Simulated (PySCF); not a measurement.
# Tl(NC): other functionals and bases at one geometry

One table from this session's results is given with a row withheld; the runs are named, their logs left out.

Computed with PySCF 2.14.0. Level: several levels, as the steps say, no spin–orbit coupling.

3 further runs of the same task are left out: 2 for a known fault of the program, 1 that didn't finish.

## Starting geometry

3 atoms, charge 0, spin multiplicity 1.

Bond lengths: Tl1–N2 2.303 Å, N2–C3 1.195 Å. Angles: Tl1–N2–C3 180.0°.

As a file:

```
Tl    0.0000    0.0000   -0.2410
N     0.0000    0.0000    2.0618
C     0.0000    0.0000    3.2565
```

Formal oxidation states: Tl +1. An earlier session relaxed this geometry at PBE, Tl def2-SVP with ECP60, N def2-SVP, C def2-SVP (singlet, point group C∞v).

At PBE on the finer grid: E = -265.215644 Eh, HOMO -5.56 eV, LUMO -2.86 eV, Mulliken charge on Tl1 +0.50 e, largest force component 0.004 eV/Å. 

Levels to run: HF; PBE0; M06-L; TPSS; PBE, TZVP; PBE, x2c-SVP. Hardware: 2 threads of AMD EPYC (Zen 3), shared host.

The first run:

File run.py (the lines that set the calculation):

```python
mol = gto.M(atom='''
Tl     0.00000     0.00000    -0.24103
N      0.00000     0.00000     2.06178
C      0.00000     0.00000     3.25653''',
    basis={'Tl': 'def2-SVP', 'N': 'def2-SVP', 'C': 'def2-SVP'},
    ecp={'Tl': 'def2-SVP'},
    charge=0, spin=0)
mf = scf.RHF(mol)
mf = mf.density_fit()  # fitting sets: Tl def2-universal-JKFIT, N def2-universal-JKFIT, C def2-universal-JKFIT
mf.conv_tol = 1e-08; mf.max_cycle = 55
mf.kernel(dm0)  # dm0: the density of the relaxed state
```

The run is started by

```sh
$ OMP_NUM_THREADS=2 python run.py
```

Steps of the session up to this table: HF; PBE0; M06-L; TPSS; PBE, TZVP; PBE, x2c-SVP.

One of the session's tables, all rows but one given; the rest of the session is left out.

| level | HOMO (eV) | gap (eV) | charge on Tl1 (e) | dipole (D) | largest force component (eV/Å) |
| --- | --- | --- | --- | --- | --- |
| PBE (relaxed here) | -5.56 | 2.70 | 0.50 | 6.56 | 0.00 |
| HF | -10.50 | 10.77 | 0.68 | 6.74 | 3.90 |
| PBE0 | -7.01 | 4.84 | 0.56 | 6.81 | 1.40 |
| M06-L | -5.71 | 3.33 | 0.59 | 6.99 | 1.02 |
| TPSS | -5.73 | 3.03 | 0.52 | 6.63 | 0.25 |
| PBE, TZVP | -5.79 | 2.87 | 0.55 | 6.84 | 0.84 |
| PBE, x2c-SVP | ? | ? | ? | ? | ? |

**Question.** Estimate the row for PBE, x2c-SVP.

As computed: HOMO (eV): -5.54; gap (eV): 2.69; charge on Tl1 (e): 0.53; dipole (D): 6.61; largest force component (eV/Å): 0.20. In the column «HOMO (eV)» it is the highest.

In one basis the HOMO–LUMO gap runs from 2.70 eV (PBE) to 10.77 eV (HF). The largest leftover force, 3.90 eV/Å with HF, stands at a geometry relaxed at another level. Total energies of different levels can't be compared.
